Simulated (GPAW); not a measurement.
# NiMoIrPdW (P3m1) in GPAW: settings compared, part 2 of 2

GPAW 26.7.0.

### Step 4. Band structure, LDA, collinear spin, ferromagnetic start

run.py reads:

```python
from ase import Atoms
from ase.dft.bandgap import bandgap
from ase.io import write
from ase.units import GPa
from ase.parallel import parprint
from gpaw import GPAW, PW

atoms = Atoms(['Ni', 'Mo', 'Pd', 'Ir', 'W'],
              cell=[[2.760777569, 0.0, 0.0],
                    [-1.3803887845, 2.3909035089, 0.0],
                    [0.0, 0.0, 11.34051]],
              scaled_positions=[[0.0, 0.0, 0.70917],
                                [0.6666666667, 0.3333333333, 0.29425],
                                [0.6666666667, 0.3333333333, 0.89901],
                                [0.0, 0.0, 0.10604],
                                [0.6666666667, 0.3333333333, 0.52921]],
              pbc=True)
atoms.set_initial_magnetic_moments([1.0, 1.0, 0.0, 0.6, 0.0])

calc = GPAW(mode=PW(600),
            xc='LDA',
            kpts={'size': (8, 8, 2), 'gamma': True},
            occupations={'name': 'fermi-dirac', 'width': 0.05},
            nbands=64,
            convergence={'density': 1e-05, 'energy': 1e-05},
            maxiter=150,
            txt='gpaw.txt')
atoms.calc = calc
energy = atoms.get_potential_energy()
forces = atoms.get_forces()
stress = atoms.get_stress()
calc.write('gs.gpw')
write('result.traj', atoms)
parprint(f'Energy: {energy:.6f} eV')
parprint('Forces (eV/A):')
parprint(forces.round(4))
parprint('Stress (GPa):', (stress / GPa).round(3))
parprint('Moments:', calc.get_magnetic_moments().round(3))
parprint('Fermi level:', round(calc.get_fermi_level(), 4), 'eV')
parprint(f'Gap: {bandgap(calc)[0]:.4f} eV, direct: {bandgap(calc, direct=True)[0]:.4f} eV')

path = atoms.cell.bandpath('GMKGALHA,LM,KH', npoints=80, eps=1e-4)
bs_calc = calc.fixed_density(kpts=path, symmetry='off', nbands=87,
                             convergence={'bands': 'CBM+6.0', 'eigenstates': 1e-6}, txt='bands.txt')
bs = bs_calc.band_structure()
bs.write('bs.json')
parprint(f'Gap on the path: {bandgap(bs_calc)[0]:.4f} eV')
```

Potentials or basis: the program's PAW data sets (release 1.2.1) made for this functional, pw.

Command:

```sh
OMP_NUM_THREADS=1 mpirun -n 8 gpaw python run.py
```

It took 57 s on 8 MPI ranks of Intel Xeon 6975P-C (Granite Rapids), shared host; peak memory 0.4 GiB.

The run converged. Its results:

```
Free energy             : -48.4696 eV
Pressure                : -14.6 GPa
Largest force           : 0.263 eV/Å
Band gap along the path : none (metal or under the smearing width)
Net moment              : 0.00 μB per cell
```

Forces in eV/Å, atoms in the order of the input:
```
Ni   0.000  0.000 -0.112
Mo   0.000  0.000 -0.127
Pd   0.000  0.000  0.049
Ir   0.000  0.000 -0.072
W    0.000  0.000  0.263
```

Levels at the corners of the path, in eV from the Fermi level:
Spin up:
| point | band 35 | band 36 | band 37 | band 38 | band 39 | band 40 | band 41 | band 42 |
| --- | --- | --- | --- | --- | --- | --- | --- | --- |
| Γ | -1.45 | -0.93 | -0.87 | -0.87 | -0.09 | -0.09 | 0.07 | 0.25 |
| M | -0.36 | -0.02 | 0.94 | 0.99 | 1.21 | 2.01 | 2.09 | 2.80 |
| K | -0.28 | -0.04 | 0.01 | 0.10 | 0.15 | 0.98 | 1.29 | 3.13 |
| Γ | -1.45 | -0.93 | -0.87 | -0.87 | -0.09 | -0.09 | 0.07 | 0.25 |
| A | -1.37 | -1.07 | -0.96 | -0.96 | 0.01 | 0.01 | 0.19 | 0.19 |
| L | -0.02 | 0.16 | 0.81 | 0.97 | 1.24 | 1.30 | 2.56 | 2.71 |
| H | -0.29 | -0.05 | 0.08 | 0.14 | 0.28 | 0.99 | 1.00 | 3.13 |
| A | -1.37 | -1.07 | -0.96 | -0.96 | 0.01 | 0.01 | 0.19 | 0.19 |
| L | -0.02 | 0.16 | 0.81 | 0.97 | 1.24 | 1.30 | 2.56 | 2.71 |
| M | -0.36 | -0.02 | 0.94 | 0.99 | 1.21 | 2.01 | 2.09 | 2.80 |
| K | -0.28 | -0.04 | 0.01 | 0.10 | 0.15 | 0.98 | 1.29 | 3.13 |
| H | -0.29 | -0.05 | 0.08 | 0.14 | 0.28 | 0.99 | 1.00 | 3.13 |
Spin down:
| point | band 34 | band 35 | band 36 | band 37 | band 38 | band 39 | band 40 | band 41 | band 42 | band 43 |
| --- | --- | --- | --- | --- | --- | --- | --- | --- | --- | --- |
| Γ | -1.45 | -1.45 | -0.93 | -0.87 | -0.87 | -0.09 | -0.09 | 0.07 | 0.25 | 0.25 |
| M | -0.49 | -0.36 | -0.02 | 0.94 | 0.99 | 1.21 | 2.01 | 2.09 | 2.80 | 3.45 |
| K | -0.45 | -0.28 | -0.04 | 0.01 | 0.10 | 0.15 | 0.98 | 1.29 | 3.13 | 4.89 |
| Γ | -1.45 | -1.45 | -0.93 | -0.87 | -0.87 | -0.09 | -0.09 | 0.07 | 0.25 | 0.25 |
| A | -1.37 | -1.37 | -1.07 | -0.96 | -0.96 | 0.01 | 0.01 | 0.19 | 0.19 | 0.46 |
| L | -0.36 | -0.02 | 0.16 | 0.81 | 0.97 | 1.24 | 1.30 | 2.56 | 2.71 | 3.49 |
| H | -0.45 | -0.29 | -0.05 | 0.08 | 0.14 | 0.28 | 0.99 | 1.00 | 3.13 | 5.06 |
| A | -1.37 | -1.37 | -1.07 | -0.96 | -0.96 | 0.01 | 0.01 | 0.19 | 0.19 | 0.46 |
| L | -0.36 | -0.02 | 0.16 | 0.81 | 0.97 | 1.24 | 1.30 | 2.56 | 2.71 | 3.49 |
| M | -0.49 | -0.36 | -0.02 | 0.94 | 0.99 | 1.21 | 2.01 | 2.09 | 2.80 | 3.45 |
| K | -0.45 | -0.28 | -0.04 | 0.01 | 0.10 | 0.15 | 0.98 | 1.29 | 3.13 | 4.89 |
| H | -0.45 | -0.29 | -0.05 | 0.08 | 0.14 | 0.28 | 0.99 | 1.00 | 3.13 | 5.06 |

Caveat: the stock nickel data set gives pressures a few GPa off other programs; spin-orbit coupling is left out, which moves the levels of the heavy elements.

### Step 5. Band structure, PBE, collinear spin, ferromagnetic start

Edit run.py of step 4 so:

```diff
@@ -20,3 +20,3 @@
 calc = GPAW(mode=PW(600),
-            xc='LDA',
+            xc='PBE',
             kpts={'size': (8, 8, 2), 'gamma': True},
```

Potentials or basis: GPAW PAW data sets (gpaw-data 1.2.1), pw.

Command:

```sh
OMP_NUM_THREADS=1 mpirun -n 8 gpaw python run.py
```

Run time: 61 s. Hardware: 8 MPI ranks of Intel Xeon 6975P-C (Granite Rapids), shared host; peak memory 0.39 GiB.

It converged, with:

- Free energy: -42.2191 eV
- Pressure: -0.1 GPa
- Largest force: 0.285 eV/Å
- Band gap along the path: none (metal or under the smearing width)
- Net moment: 0.00 μB per cell

Forces on the atoms (eV/Å):
```
Ni   0.000  0.000  0.076
Mo   0.000  0.000  0.226
Pd   0.000  0.000  0.029
Ir   0.000  0.000 -0.285
W    0.000  0.000 -0.046
```

Stress tensor (GPa, compression positive):
```
-0.23  0.00  0.00
 0.00 -0.23  0.00
 0.00  0.00  0.11
```

Levels at the corners of the path, in eV from the Fermi level:
Spin up:
```
point  band 34  band 35  band 36  band 37  band 38  band 39  band 40  band 41  band 42  band 43
    Γ    -1.44    -1.44    -0.96    -0.88    -0.88    -0.08    -0.08     0.06     0.25     0.25
    M    -0.50    -0.36    -0.04     0.94     0.99     1.22     1.99     2.08     2.82     3.45
    K    -0.46    -0.29    -0.05     0.01     0.09     0.16     0.99     1.30     3.09     4.95
    Γ    -1.44    -1.44    -0.96    -0.88    -0.88    -0.08    -0.08     0.06     0.25     0.25
    A    -1.36    -1.36    -1.08    -0.96    -0.96     0.01     0.01     0.19     0.19     0.42
    L    -0.36    -0.03     0.17     0.78     0.98     1.21     1.31     2.56     2.73     3.48
    H    -0.45    -0.30    -0.05     0.07     0.16     0.28     0.99     1.00     3.10     5.12
    A    -1.36    -1.36    -1.08    -0.96    -0.96     0.01     0.01     0.19     0.19     0.42
    L    -0.36    -0.03     0.17     0.78     0.98     1.21     1.31     2.56     2.73     3.48
    M    -0.50    -0.36    -0.04     0.94     0.99     1.22     1.99     2.08     2.82     3.45
    K    -0.46    -0.29    -0.05     0.01     0.09     0.16     0.99     1.30     3.09     4.95
    H    -0.45    -0.30    -0.05     0.07     0.16     0.28     0.99     1.00     3.10     5.12
```
Spin down:
```
point  band 34  band 35  band 36  band 37  band 38  band 39  band 40  band 41  band 42  band 43
    Γ    -1.44    -1.44    -0.96    -0.88    -0.88    -0.08    -0.08     0.06     0.25     0.25
    M    -0.50    -0.36    -0.04     0.94     0.99     1.22     1.99     2.08     2.82     3.45
    K    -0.46    -0.29    -0.05     0.01     0.09     0.16     0.99     1.30     3.09     4.95
    Γ    -1.44    -1.44    -0.96    -0.88    -0.88    -0.08    -0.08     0.06     0.25     0.25
    A    -1.36    -1.36    -1.08    -0.96    -0.96     0.01     0.01     0.19     0.19     0.42
    L    -0.35    -0.03     0.17     0.78     0.98     1.21     1.31     2.56     2.73     3.48
    H    -0.45    -0.30    -0.05     0.07     0.16     0.28     0.99     1.00     3.10     5.12
    A    -1.36    -1.36    -1.08    -0.96    -0.96     0.01     0.01     0.19     0.19     0.42
    L    -0.35    -0.03     0.17     0.78     0.98     1.21     1.31     2.56     2.73     3.48
    M    -0.50    -0.36    -0.04     0.94     0.99     1.22     1.99     2.08     2.82     3.45
    K    -0.46    -0.29    -0.05     0.01     0.09     0.16     0.99     1.30     3.09     4.95
    H    -0.45    -0.30    -0.05     0.07     0.16     0.28     0.99     1.00     3.10     5.12
```

Caveat: the stock nickel data set gives pressures a few GPa off other programs; spin-orbit coupling is left out, which moves the levels of the heavy elements.

### Step 6. Band structure, PBEsol, collinear spin, ferromagnetic start

Edit run.py of step 5 so:

```diff
@@ -5,3 +5,5 @@
 from ase.parallel import parprint
-from gpaw import GPAW, PW
+from gpaw import GPAW, PW, setup_paths
+
+setup_paths.insert(0, '.')
 
@@ -20,3 +22,3 @@
 calc = GPAW(mode=PW(600),
-            xc='PBE',
+            xc='PBEsol',
             kpts={'size': (8, 8, 2), 'gamma': True},
```

Potentials or basis: PAW data sets generated in the run's folder for this functional, pw.

Command:

```sh
gpaw-setup -f PBEsol Ir Mo Ni Pd W
OMP_NUM_THREADS=1 mpirun -n 8 gpaw python run.py
```

It took 64 s on 8 MPI ranks of Intel Xeon 6975P-C (Granite Rapids), shared host; peak memory 0.39 GiB.

Results (log left out):

```
Free energy             : -46.0852 eV
Pressure                : -8.8 GPa
Largest force           : 0.185 eV/Å
Band gap along the path : none (metal or under the smearing width)
Net moment              : 0.00 μB per cell
```

Forces on the atoms (eV/Å):
```
Ni   0.000  0.000  0.001
Mo   0.000  0.000  0.017
Pd   0.000  0.000  0.080
Ir   0.000  0.000 -0.185
W    0.000  0.000  0.086
```

Stress tensor (GPa, compression positive):
```
-8.92  0.00  0.00
 0.00 -8.92  0.00
 0.00  0.00 -8.50
```

Levels at the corners of the path, in eV from the Fermi level:
Spin up:
```tsv
point	band 36	band 37	band 38	band 39	band 40	band 41
Γ	-0.98	-0.87	-0.87	-0.08	-0.08	0.04
M	-0.03	0.94	0.98	1.22	1.98	2.05
K	-0.05	0.01	0.10	0.16	0.99	1.30
Γ	-0.98	-0.87	-0.87	-0.08	-0.08	0.04
A	-1.08	-0.96	-0.96	0.02	0.02	0.19
L	0.15	0.78	0.98	1.20	1.31	2.54
H	-0.05	0.08	0.16	0.28	0.99	1.00
A	-1.08	-0.96	-0.96	0.02	0.02	0.19
L	0.15	0.78	0.98	1.20	1.31	2.54
M	-0.03	0.94	0.98	1.22	1.98	2.05
K	-0.05	0.01	0.10	0.16	0.99	1.30
H	-0.05	0.08	0.16	0.28	0.99	1.00
```
Spin down:
```csv
point,band 36,band 37,band 38,band 39,band 40,band 41
Γ,-0.98,-0.87,-0.87,-0.08,-0.08,0.04
M,-0.03,0.94,0.98,1.22,1.98,2.05
K,-0.05,0.01,0.10,0.16,0.99,1.30
Γ,-0.98,-0.87,-0.87,-0.08,-0.08,0.04
A,-1.08,-0.96,-0.96,0.02,0.02,0.19
L,0.15,0.78,0.98,1.20,1.31,2.54
H,-0.05,0.08,0.16,0.28,0.99,1.00
A,-1.08,-0.96,-0.96,0.02,0.02,0.19
L,0.15,0.78,0.98,1.20,1.31,2.54
M,-0.03,0.94,0.98,1.22,1.98,2.05
K,-0.05,0.01,0.10,0.16,0.99,1.30
H,-0.05,0.08,0.16,0.28,0.99,1.00
```

Caveat: the stock nickel data set gives pressures a few GPa off other programs; spin-orbit coupling is left out, which moves the levels of the heavy elements.

### Step 7. Overview

```tsv
level	potentials or basis	eigensolver	pressure (GPa)	moment (μB)	largest force (eV/Å)
revPBE	the program's PAW data sets (release 1.2.1) made for this functional, pw	-	3.0	0.00	0.31
BLYP	PAW data sets generated in the run's folder for this functional, pw	davidson	10.0	0.00	0.45
LDA	the program's PAW data sets (release 1.2.1) made for this functional, pw	-	-14.6	0.00	0.26
PBE	GPAW PAW data sets (gpaw-data 1.2.1), pw	-	-0.1	0.00	0.29
PBEsol	PAW data sets generated in the run's folder for this functional, pw	-	-8.8	0.00	0.18
```

Alike in all rows: task band structure; spin collinear, ferromagnetic start; cell as given; k mesh 8 × 8 × 2; cutoff (eV) 600; smearing fermi-dirac 0.05 eV.

Caveats: the stock nickel data set gives pressures a few GPa off other programs; spin-orbit coupling is left out, which moves the levels of the heavy elements.

Absolute energies hang on the potentials; compare differences alone.
